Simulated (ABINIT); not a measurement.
Crystal: Ga3Se.

```
CELL_PARAMETERS angstrom
4.43246 0.00000 0.00000
0.00000 4.43246 0.00000
0.00000 0.00000 4.43246
ATOMIC_POSITIONS crystal
Se 0.00000 0.00000 0.00000
Ga 0.50000 0.50000 0.00000
Ga 0.50000 0.00000 0.50000
Ga 0.00000 0.50000 0.50000
```

The cell comes from a database or a generator and needn't be the stable form of this composition.

| Property | Result |
| --- | --- |
| Program | ABINIT 10.8.3 (patched build) |
| Task | single point |
| Functional | PBE |
| Potentials or basis | JTH PAW PBE v2.0 |
| Cutoff | 463 eV |
| k mesh | 6 × 6 × 6 |
| Occupations | fermi-dirac, width 0.05 eV |
| Spin | no spin polarisation |

On this cell: pressure -0.7 GPa; largest force zero by symmetry; band gap on the k mesh none (metal or under the smearing width).

The same run follows on a disturbed copy (atoms moved at random, drawn with an rms of 0.05 Å):

```xyz
4
Lattice="4.4325 0.0000 0.0000 0.0000 4.4325 0.0000 0.0000 0.0000 4.4325" Properties=species:S:1:pos:R:3 pbc="T T T"
Se    0.0042    0.0104    0.0121
Ga    2.2707    2.1785   -0.0018
Ga    2.2445    0.0052    2.2030
Ga    0.0223    2.2095    2.1762
```

Q: What does the disturbed cell give?

A: The energy (extrapolated to zero smearing) moves by +0.9 meV/atom; pressure -0.7 GPa; largest force 0.084 eV/Å; band gap on the k mesh none (metal or under the smearing width).

Forces on the atoms (eV/Å):
```
Se   0.022 -0.026 -0.025
Ga  -0.039  0.050 -0.056
Ga  -0.030 -0.056  0.035
Ga   0.047  0.032  0.046
```
